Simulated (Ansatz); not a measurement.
# CsGdS2: how the settings move a single-point run

Question: which choices in the input matter for CsGdS2?

Method: reference: DFT, LDA, PAW with Ansatz's default frozen-core files, scalar-relativistic, in Ansatz 0.2.0.

## (1) The structure to begin with

The structure is trigonal, space group R-3m (No. 166). Conventional cell: a = 3.900 Å, b = 3.900 Å, c = 22.773 Å, α = 90.00°, β = 90.00°, γ = 120.00°. Around Cs (site symmetry -3m) lie 6 S at 3.20 Å. Around Gd (site symmetry -3m) lie 6 S at 2.72 Å. Around S (site symmetry 3m) lie 3 Gd at 2.72 Å and 3 Cs at 3.20 Å.

Coordinates:

```
Cs Gd S
1.0
     1.95007    1.12587    7.59103
    -1.95007    1.12587    7.59103
     0.00000   -2.25174    7.59103
Cs Gd S
1 1 2
Direct
  0.00000 0.00000 0.00000
  0.50000 0.50000 0.50000
  0.23360 0.23360 0.23360
  0.76640 0.76640 0.76640
```

## (2) The reference run

Contents of input.yaml:

```yaml
crystal:
  lattice:
    - [1.9500653384, 1.1258707481, 7.5910287455]
    - [-1.9500653384, 1.1258707481, 7.5910287455]
    - [0.0, -2.2517414962, 7.5910287455]
  atoms:
    - { symbol: Cs, position: [0.0, 0.0, 0.0] }
    - { symbol: Gd, position: [0.5, 0.5, 0.5] }
    - { symbol: S, position: [0.2336, 0.2336, 0.2336] }
    - { symbol: S, position: [0.7664, 0.7664, 0.7664] }
kpoints:
  mp_grid: { grid: [10, 10, 10] }
scf:
  occupations: { method: fermi_dirac, width: 0.05 }
hamiltonian:
  xc: lda
  pseudopotentials: { kind: paw }
output:
  forces: true
  stress: true
  eigenvalues: true
  write_density: true
  write_potential: true
  elf: true
  volumetric_format: npy
```

Started as:

```
$ ansatz run input.yaml --threads 2 --pin off --max-ram 6144MiB --backend cpu --events-out ev --progress --plain --runs-dir out
```

## (3) Variant: lower_state_search off, accuracy low

input.yaml, as its differences from that of step 2:

```diff
@@ -14,2 +14,3 @@
   occupations: { method: fermi_dirac, width: 0.05 }
+  lower_state_search: "off"
 hamiltonian:
@@ -25 +26,2 @@
   volumetric_format: npy
+accuracy: low
```

What does the calculation give? Wanted: for each run, ending; energy change; pressure; gap; force.

**Answer**, as computed:

| run | ending | energy change | pressure (GPa) | gap (eV) | force (eV/Å) | cycles | time |
| --- | --- | --- | --- | --- | --- | --- | --- |
| reference | converged | 0 | 3.4 | 0.00 | 1.07 | 13 | 15 s |
| 1: lower_state_search off, accuracy low | converged | 0.0 meV/atom | 3.4 | 0.00 | 1.07 | 13 | 14 s |

Residual by cycle in the longest SCF loop of each run; runs are numbered as in the table. The quantity is the density residual dr2, in eV.

```
cycle  reference    run 1
    1      0.576    0.576
    2       0.19     0.19
    3       1.82     1.82
    4     0.0356   0.0356
    5    0.00896  0.00896
    6     0.0163   0.0163
    8     1.5e-4   1.5e-4
    9     1.9e-4   1.9e-4
   10     5.6e-5   5.6e-5
   11     5.1e-6   5.1e-6
   12     6.8e-7   6.8e-7
   13     6.3e-8   6.3e-8
```

What this shows: The changed input (search for lower states) leaves the energy the same to the digits printed. The reference has no spin polarisation; with Gd present, a magnetic state may lie lower.
